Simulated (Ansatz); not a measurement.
# C2H7GaOZn: the cost of one run

Method: one geometry, several basis sets; program: Ansatz 0.2.0, Gaussian basis.

Levels to be run: PBE0-D4/def2-SVP; ωB97M-V/def2-SVP; PBE0-D4/def2-QZVPP; ωB97M-V/def2-QZVPP; the functionals' def2-TZVPP values are taken from earlier runs.

### 1 The geometry

An earlier PBE0-D4/def2-TZVP relaxation fixed the geometry.

SMILES `CO[CH2][GaH][ZnH]`, 12 atoms, charge 0, spin multiplicity 1.

Atoms are counted from 1 here; the program's logs count them from 0.

Bond lengths: C1–O2 1.393 Å, C1–H6 1.091 Å, C1–H7 1.100 Å, C1–H8 1.104 Å, O2–C3 1.414 Å, C3–Ga4 2.009 Å, C3–H9 1.102 Å, C3–H10 1.097 Å, Ga4–Zn5 2.454 Å, Ga4–H11 1.588 Å, Zn5–H12 1.568 Å. Angles: O2–C1–H6 108.1°, O2–C1–H7 111.7°, O2–C1–H8 111.5°, H6–C1–H7 109.1°, H6–C1–H8 108.7°, H7–C1–H8 107.6°, C1–O2–C3 112.0°, O2–C3–Ga4 115.0°, O2–C3–H9 110.7°, O2–C3–H10 106.6°, Ga4–C3–H9 111.7°, Ga4–C3–H10 106.2°, H9–C3–H10 106.0°, C3–Ga4–Zn5 121.9°, C3–Ga4–H11 113.2°, Zn5–Ga4–H11 124.7°, Ga4–Zn5–H12 178.8°.

### 2 PBE0-D4 in def2-SVP

The input, in.yaml:

```yaml
crystal:
  periodic: [false, false, false]
  atoms:
    - {symbol: C, position_ang: [-0.631168, 0.085334, 1.584692]}
    - {symbol: O, position_ang: [0.716614, 0.047285, 1.235576]}
    - {symbol: C, position_ang: [0.973488, -0.899598, 0.217593]}
    - {symbol: Ga, position_ang: [0.384187, -0.347695, -1.622090]}
    - {symbol: Zn, position_ang: [-0.569717, 1.869222, -2.068124]}
    - {symbol: H, position_ang: [-0.762178, 0.852311, 2.348744]}
    - {symbol: H, position_ang: [-0.975685, -0.881031, 1.981909]}
    - {symbol: H, position_ang: [-1.267245, 0.336823, 0.717792]}
    - {symbol: H, position_ang: [0.572523, -1.887879, 0.493807]}
    - {symbol: H, position_ang: [2.062704, -1.018402, 0.167850]}
    - {symbol: H, position_ang: [0.694312, -1.439417, -2.732764]}
    - {symbol: H, position_ang: [-1.197845, 3.283059, -2.324974]}
basis:
  gaussian: {orbitals: def2-SVP}
hamiltonian: {xc: pbe0, dispersion: d4}
output: {orbitals: {seedname: orbitals}}
```

The run is started by

```sh
ansatz run in.yaml --threads 2 --pin off --events-out ev --progress --plain --max-ram 32768MiB --backend cpu
```

**Question.** How long does this run take on 2 threads of AMD EPYC 7R13, shared host, and how much memory does it need?

About 3.1 s, with a peak of 0.44 GiB.
